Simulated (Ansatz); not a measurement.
# Ge2N3H9: up Jacob's ladder to CCSD(T)

How much do the methods differ for Ge2N3H9? The plan is to run it at one geometry with functionals of several rungs and with coupled cluster. The yardstick is the atomisation energy at the CCSD(T) limit.

Program: Ansatz 0.2.0, Gaussian basis. Level of theory: functionals in def2-TZVPP, the program's frozen cores in correlated methods. These are calculated values, not measurements.

Levels to be run: PBE-D4, r2SCAN-D4, PBE0-D4, B3LYP-D4, ωB97X-V, ωB97M-V, B2PLYP; CCSD(T)/def2-TZVPP; MP2/def2-QZVPP; extrapolation to the limit.

## Step 1: The geometry

All runs share one geometry, relaxed beforehand with PBE0-D4 in a triple-zeta def2 set.

SMILES `[NH2][GeH2][NH][GeH2][NH2]`, 14 atoms, charge 0, spin multiplicity 1.

Atoms are counted from 1 here; the program's logs count them from 0.

Bond lengths: N1–Ge2 1.834 Å, N1–H6 1.011 Å, N1–H7 1.012 Å, Ge2–N3 1.846 Å, Ge2–H8 1.539 Å, Ge2–H9 1.537 Å, N3–Ge4 1.821 Å, N3–H10 1.008 Å, Ge4–N5 1.840 Å, Ge4–H11 1.547 Å, Ge4–H12 1.546 Å, N5–H13 1.010 Å, N5–H14 1.011 Å. Angles: Ge2–N1–H6 114.5°, Ge2–N1–H7 111.7°, H6–N1–H7 108.7°, N1–Ge2–N3 114.1°, N1–Ge2–H8 108.8°, N1–Ge2–H9 106.0°, N3–Ge2–H8 106.2°, N3–Ge2–H9 109.8°, H8–Ge2–H9 112.1°, Ge2–N3–Ge4 122.6°, Ge2–N3–H10 116.5°, Ge4–N3–H10 117.4°, N3–Ge4–N5 102.6°, N3–Ge4–H11 108.2°, N3–Ge4–H12 115.5°, N5–Ge4–H11 116.4°, N5–Ge4–H12 104.9°, H11–Ge4–H12 109.5° and more.

## Step 2: PBE-D4 (GGA)

The input, in.yaml:

```yaml
crystal:
  periodic: [false, false, false]
  atoms:
    - {symbol: N, position_ang: [-0.770091, -2.042981, -0.401917]}
    - {symbol: Ge, position_ang: [-1.602791, -0.408690, -0.415333]}
    - {symbol: N, position_ang: [-0.469936, 1.011701, -0.744058]}
    - {symbol: Ge, position_ang: [1.237524, 1.071006, -0.114881]}
    - {symbol: N, position_ang: [1.081929, 0.283596, 1.541281]}
    - {symbol: H, position_ang: [-0.303972, -2.283125, -1.266129]}
    - {symbol: H, position_ang: [-0.105196, -2.118320, 0.357355]}
    - {symbol: H, position_ang: [-2.648618, -0.393137, -1.544755]}
    - {symbol: H, position_ang: [-2.247708, -0.249990, 0.970236]}
    - {symbol: H, position_ang: [-0.691400, 1.589684, -1.539673]}
    - {symbol: H, position_ang: [1.707882, 2.544513, -0.133167]}
    - {symbol: H, position_ang: [2.257487, 0.193672, -0.876762]}
    - {symbol: H, position_ang: [1.951751, -0.044516, 1.936799]}
    - {symbol: H, position_ang: [0.603159, 0.846607, 2.231016]}
basis:
  gaussian: {orbitals: def2-TZVPP}
hamiltonian: {xc: pbe, dispersion: d4}
output: {forces: true, orbitals: {seedname: orbitals}}
```

On the command line:

```console
$ ansatz run in.yaml --threads 2 --pin off --events-out ev --progress --plain --max-ram 32768MiB --backend cuda --devices 0, --max-vram 18GiB
```

After this run come: r2SCAN-D4 (meta-GGA); PBE0-D4 (hybrid); B3LYP-D4 (hybrid); ωB97X-V (range-separated); ωB97M-V (range-separated); B2PLYP (double hybrid); CCSD(T) in def2-TZVPP; MP2 in def2-QZVPP.

Before running them: what should the planned runs give, taken together? Wanted: atomisation energy, CCSD(T)/CBS; farthest; mean size of error, hybrid; mean size of error, range-separated; gap, smallest and largest; T1 diagnostic; triples share of the correlation energy.

As calculated:

| quantity | value |
| --- | --- |
| atomisation energy, CCSD(T)/CBS | 4369.0 kJ/mol |
| functionals within 43.7 kJ/mol (1.0 %) | PBE-D4, B3LYP-D4, ωB97X-V, ωB97M-V |
| farthest | B2PLYP (-77.4 kJ/mol) |
| mean size of error, hybrid | 43.6 kJ/mol |
| mean size of error, range-separated | 21.2 kJ/mol |
| gap, smallest and largest | 4.95 eV (PBE-D4), 11.44 eV (ωB97X-V) |
| T1 diagnostic | 0.0111 |
| triples share of the correlation energy | 3.7 % |

What this shows: PBE-D4 is off by +14.6 kJ/mol. Double hybrids carry the basis error of their MP2 part in triple zeta, and no dispersion term here, so their miss is partly the set-up's. Misses under about 43.7 kJ/mol are within the doubt on the reference itself, which lacks core-valence correlation, relativity and higher excitations, and its outer-core shells are covered unevenly. Hartree-Fock recovers 66 % of the binding; the rest is correlation. The gap grows from 5.0 to 11.4 eV across the functionals, mostly with the share of exact exchange. Correlated methods include outer-core shells of Ge, which these sets cover unevenly.
